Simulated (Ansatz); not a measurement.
# Mg6ZrW (Amm2) in Ansatz: single point with RPBE

Aim: the single point of Mg6ZrW with RPBE.

Everything below comes from runs of Ansatz 0.2.0. Logs are shortened: lines on timing, memory, paths and dates and some standing lists are left out, and cuts for length are marked.

## (1) Starting point

Symmetry: Amm2, No. 38, orthorhombic system. Conventional cell: a = 4.942 Å, b = 6.079 Å, c = 11.149 Å, α = 90.00°, β = 90.00°, γ = 90.00°. W (site symmetry mm2) is surrounded by 2 Zr at 2.72 Å and 4 Mg at 2.96 to 3.05 Å. Zr (site symmetry mm2) is surrounded by 2 W at 2.72 Å and 4 Mg at 2.96 to 3.06 Å. Around Mg (site symmetry mm2) lie 10 Mg at 3.00 to 3.21 Å and 2 W at 3.05 Å. Around Mg (site symmetry m) lie 8 Mg at 2.94 to 3.21 Å and 1 W at 2.96 Å and 2 Zr at 3.22 Å. Mg (site symmetry mm2) is surrounded by 10 Mg at 3.00 to 3.27 Å and 2 Zr at 3.06 Å. Around Mg (site symmetry m) lie 8 Mg at 2.94 to 3.27 Å and 1 Zr at 2.96 Å and 2 W at 3.21 Å.

The cell comes from a database or a generator and needn't be the stable form of this composition.

## (2) Single point, RPBE

Contents of input.yaml:

```yaml
crystal:
  lattice:
    - [4.942009, 0.0, 0.0]
    - [0.0, 3.039532, 5.5742655]
    - [0.0, -3.039532, 5.5742655]
  atoms:
    - { symbol: W, position: [0.5, 0.698447, 0.698447] }
    - { symbol: Zr, position: [0.0, 0.800493, 0.800493] }
    - { symbol: Mg, position: [0.5, 0.175336, 0.175336] }
    - { symbol: Mg, position: [0.5, 0.680937, 0.174545] }
    - { symbol: Mg, position: [0.5, 0.174545, 0.680937] }
    - { symbol: Mg, position: [0.0, 0.328563, 0.328563] }
    - { symbol: Mg, position: [0.0, 0.814569, 0.327109] }
    - { symbol: Mg, position: [0.0, 0.327109, 0.814569] }
hamiltonian:
  xc: rpbe
  pseudopotentials: { kind: paw }
kpoints:
  mp_grid: { grid: [6, 5, 5] }
scf:
  occupations: { method: gaussian, width: 0.05 }
output:
  forces: true
  stress: true
  eigenvalues: true
```

Potentials or basis: Ansatz PAW.

Started as:

```bash
$ ansatz run input.yaml --threads 4 --pin off --max-ram 11264MiB --backend cpu --events-out ev --progress --plain --runs-dir out
```

What it wrote:

```text
Warning: RAYON_NUM_THREADS=4 ignored (pool sized by the plan → 4); use --threads N
Engine: ansatz 0.2.0, x86_64-unknown-linux-gnu
Pseudopotentials: kind: paw
Pseudopotential: W, paw, valence charge 14, recommended cutoff 420 eV (normal), W.paw.azcp
Pseudopotential: Zr, paw, valence charge 12, recommended cutoff 420 eV (normal), Zr.paw.azcp
Pseudopotential: Mg, paw, valence charge 10, recommended cutoff 420 eV (normal), Mg.paw.azcp
Functional definition: RPBE
  parameter kappa = 0.804
  parameter beta = 0.06672455060314922
  exchange = rpbe_x(kappa = kappa, mu = beta*pi^2/3)
  correlation = pbe_c(beta = beta)
Crystal: 8 atoms, lattice volume = 167.466 Å³
Basis set: ecut = 420 eV, 3297 PW (Γ), exchange–correlation on 72×90×90 points (8 copies of the dense FFT grid, shifted against one another)
Bands: 52, of which v1, the nominal top of the filled ones, is band 43 counted from 1 (42 counted from 0)
Symmetry: 4 space group operations
Space group: Amm2 (ITA 38), of the structure as read, at distance tolerance 5.5e-5 Å
k-points: 36 of 150 (time reversal used)
Non-local potential: W, projectors of the file, l = 0: 3, l = 1: 2, l = 2: 2, l = 3: 1
Non-local potential: Zr, projectors of the file, l = 0: 3, l = 1: 2, l = 2: 2, l = 3: 2
Non-local potential: Mg, projectors of the file, l = 0: 3, l = 1: 2, l = 2: 1
PAW form: soft (Blöchl's): semilocal exchange-correlation on the pseudo side does not see the compensation charge
PAW frozen core: W, regenerated for the run's functional, and the local potential with it (the file was generated under x = pbe(κ = 0.804, μ = 0.2195149727645171), c = pbe(β = 0.06672455060314922))
PAW frozen core: Zr, regenerated for the run's functional, and the local potential with it (the file was generated under x = pbe(κ = 0.804, μ = 0.2195149727645171), c = pbe(β = 0.06672455060314922))
PAW frozen core: Mg, regenerated for the run's functional, and the local potential with it (the file was generated under x = pbe(κ = 0.804, μ = 0.2195149727645171), c = pbe(β = 0.06672455060314922))
PAW one-centre angular grid: W, 590 points (default); XC on 64 Gauss nodes
PAW one-centre angular grid: Zr, 590 points (default); XC on 64 Gauss nodes
PAW one-centre angular grid: Mg, 110 points (default); XC on 64 Gauss nodes
Initial density: superposition of atomic densities (neutral atoms: chi_scale 0, normalization atom), corrected by the library's trained network
Initial wavefunctions: pseudopotential atomic-orbital guess
Functional: x = rpbe, c = pbe(β = 0.06672455060314922)
SCF iter   1: F=—  HF=-26146.057067 eV  |F-HF|=—  |Δ(HF+E_count)|=         —  Δρ=6.88e-3  dr2=1.73e-1  ethr=1.77e-3  ⟨swp⟩=6.8  Hψ=7190  notcnv=0  defer=4
preconditioner: auto → Kerker (q_TF=auto, 2.441 Å⁻¹)  [metal: Δε(μ)=0.031 eV  Ē_g=4.276 eV  σ=0.050 eV  W_gap=0.31  n_scr=44 (ndim 8)  ℏωp=13.5 eV  f_vac=0.000  D(μ)=4.38/eV (n_scr^D=26)]
SCF iter   2: F=—  HF=-26146.034653 eV  |F-HF|=—  |Δ(HF+E_count)|=   2.24e-2  Δρ=3.84e-3  dr2=6.10e-2  ethr=2.01e-4  ⟨swp⟩=1.8  Hψ=2511  notcnv=0  defer=64
SCF iter   3: F=—  HF=-26146.025234 eV  |F-HF|=—  |Δ(HF+E_count)|=   9.42e-3  Δρ=7.18e-4  dr2=1.76e-3  ethr=7.10e-5  ⟨swp⟩=2.0  Hψ=2322  notcnv=0  defer=64
SCF iter   4: F=—  HF=-26146.024916 eV  |F-HF|=—  |Δ(HF+E_count)|=   3.19e-4  Δρ=2.42e-4  dr2=2.42e-4  ethr=2.05e-6  ⟨swp⟩=2.0  Hψ=2158  notcnv=0  defer=64
SCF iter   5: F=—  HF=-26146.024851 eV  |F-HF|=—  |Δ(HF+E_count)|=   6.49e-5  Δρ=5.79e-5  dr2=8.74e-6  ethr=2.81e-7  ⟨swp⟩=2.0  Hψ=2940  notcnv=0  defer=64
SCF iter   6: F=—  HF=-26146.024703 eV  |F-HF|=—  |Δ(HF+E_count)|=   1.47e-4  Δρ=1.81e-5  dr2=1.03e-6  ethr=1.02e-8  ⟨swp⟩=2.0  Hψ=3366  notcnv=0  defer=79
SCF iter   7: F=-26146.024703 eV  HF=-26146.024703 eV  |F-HF|=2.63e-8  |Δ(HF+E_count)|=   1.46e-7  Δρ=4.93e-6  dr2=5.67e-8  ethr=1.16e-10  ⟨swp⟩=8.3  Hψ=8827  notcnv=0
SCF 1 converged in 7 iterations: F = -26146.024703 eV  dr2 = 5.67e-8
SCF converged after 7 iterations
Free energy (F): -26146.024703 eV
Harris-Foulkes:  -26146.024703 eV  (|F-HF|=2.63e-8)
Internal energy: -26146.017594 eV  (E = F + TS)
E sigma→0 (E₀):  -26146.021149 eV
Entropy (-TS):   -0.007109 eV (-0.889 meV/atom)
Fermi energy:    8.626811 eV
--- Per-component energies (eV) ---
  E_band       = -2365.992125
  E_kinetic    = 1229.375011
  E_local      = -11067.891544  (includes V_loc(G=0)·N_el)
  E_nonlocal   = 655.729242
  E_hartree    = 3914.213002
  E_xc         = -599.273812
  E_vxc        = -648.137087  (∫ρ·V_xc dr)
  E_paw        = -13303.834637  (= ΣΔE_a)
  E_vpaw       = -363.492869  (= ΣTr[D̂ρ^β])
  E_aug_tail   = -0.000063  (compensation charges beyond the density's cutoff)
  E_ewald      = -6974.086340
  E_core_change = -0.248454  (= ΣΔE_core)
  E_smearing   = -0.007109  (= −TS)
  E_closure    = 0.000000  (closes the sum)
  Σ components = -26146.024703   (vs F -26146.024703, Δ=0.00e0)
--- Forces (eV/Å), atoms counted from 1 ---
  atom   1  W      0.00000000    -0.00000000    -0.01960381
  atom   2  Zr     0.00000000     0.00000000    -0.01732852
  atom   3  Mg     0.00000000     0.00000000     0.00239617
  atom   4  Mg     0.00000000    -0.01432039     0.00225916
  atom   5  Mg     0.00000000     0.01432039     0.00225916
  atom   6  Mg     0.00000000    -0.00000000     0.00933752
  atom   7  Mg    -0.00000000     0.01476908     0.01034733
  atom   8  Mg     0.00000000    -0.01476908     0.01034733
  max |Σ_I F_I| component: 1.43e-5 eV/Å
--- Stress (GPa, compression-positive) ---
        1.439269       0.000000       0.000000
        0.000000       1.912154       0.000000
        0.000000       0.000000       1.659193
  P = ⅓ Tr σ = 1.6702 GPa (16.702 kbar)
--- Band table (eV; the first three rows and the last of 36) ---
  k-point 0: bands = ["-67.1911", "-67.1712", "-66.9307", "-66.9287", "-66.9267", "-66.9248", "-64.9256", "-39.8851", "-33.7849", "-33.7735", "-33.7654", "-33.7624", "-33.7328", "-33.6804", "-33.5429", "-33.5412", "-33.5203", "-33.5189", "-33.5120", "-33.5092", "-33.4809", "-33.4785", "-33.4768", "-33.4668", "-33.4531", "-33.4432", "-29.1706", "-29.1655", "-29.1452", "-18.0058", "-17.9927", "-17.9120", "1.6864", "5.8236", "6.0504", "6.1780", "6.4097", "6.6195", "7.1757", "7.1944", "7.6240", "7.7130", "8.4392", "9.0105", "9.2148", "9.3458", "9.8286", "10.6279", "10.8539", "11.0300", "11.6071", "11.8777"]
  k-point 1: bands = ["-67.1911", "-67.1712", "-66.9305", "-66.9289", "-66.9265", "-66.9249", "-64.9256", "-39.8851", "-33.7849", "-33.7734", "-33.7652", "-33.7624", "-33.7327", "-33.6802", "-33.5407", "-33.5391", "-33.5222", "-33.5209", "-33.5117", "-33.5094", "-33.4807", "-33.4787", "-33.4761", "-33.4679", "-33.4523", "-33.4442", "-29.1706", "-29.1657", "-29.1452", "-18.0060", "-17.9932", "-17.9120", "1.9184", "4.9329", "5.6781", "5.7857", "6.6393", "6.9151", "7.2612", "7.5495", "7.9394", "8.0831", "8.5689", "8.9150", "9.2201", "9.3466", "10.3344", "10.3467", "10.8046", "10.9976", "11.8636", "11.9329"]
  k-point 2: bands = ["-67.1911", "-67.1712", "-66.9301", "-66.9293", "-66.9260", "-66.9254", "-64.9256", "-39.8852", "-33.7849", "-33.7733", "-33.7650", "-33.7624", "-33.7326", "-33.6800", "-33.5351", "-33.5341", "-33.5273", "-33.5256", "-33.5110", "-33.5101", "-33.4802", "-33.4792", "-33.4743", "-33.4704", "-33.4502", "-33.4467", "-29.1708", "-29.1661", "-29.1452", "-18.0063", "-17.9940", "-17.9120", "2.5948", "3.6608", "5.2539", "5.5656", "6.7021", "7.0244", "7.2668", "8.0522", "8.2138", "8.6081", "8.8485", "9.0954", "9.3617", "9.5343", "10.1604", "10.2926", "10.9565", "11.2866", "11.4932", "12.1640"]
  k-point 35: bands = ["-67.1910", "-67.1713", "-66.9298", "-66.9281", "-66.9272", "-66.9256", "-64.9255", "-39.8877", "-33.7824", "-33.7781", "-33.7632", "-33.7616", "-33.7327", "-33.6802", "-33.5404", "-33.5403", "-33.5229", "-33.5224", "-33.5057", "-33.5016", "-33.4912", "-33.4878", "-33.4728", "-33.4657", "-33.4506", "-33.4430", "-29.1758", "-29.1656", "-29.1281", "-17.9947", "-17.9902", "-17.9492", "4.3946", "4.5358", "4.5827", "4.7831", "5.6689", "6.0110", "7.1448", "7.2631", "7.4068", "7.5485", "8.0057", "8.4659", "9.8368", "10.3714", "11.1479", "11.3372", "11.4784", "11.8423", "11.8749", "12.1436"]
```

It took 9.2 s on 4 threads of Intel Xeon at 2.70GHz, shared host; peak memory 0.64 GiB.

Results:

```yaml
Free_energy: -26146.0247 eV
Pressure: 1.7 GPa
Largest_force: 0.020 eV/Å
Band_gap_on_the_k_mesh: none (metal or under the smearing width)
```

Forces in eV/Å, atoms in the order of the input:
```
W    0.000  0.000 -0.020
Zr   0.000  0.000 -0.017
Mg   0.000  0.000  0.002
Mg   0.000 -0.014  0.002
Mg   0.000  0.014  0.002
Mg   0.000  0.000  0.009
Mg   0.000  0.015  0.010
Mg   0.000 -0.015  0.010
```

Stress tensor (GPa, compression positive):
```
1.44 0.00 0.00
0.00 1.91 0.00
0.00 0.00 1.66
```

Caveat: the PAW data sets come from PBE, with cores solved anew for the run's functional, which leaves a small shift of forces and pressure.
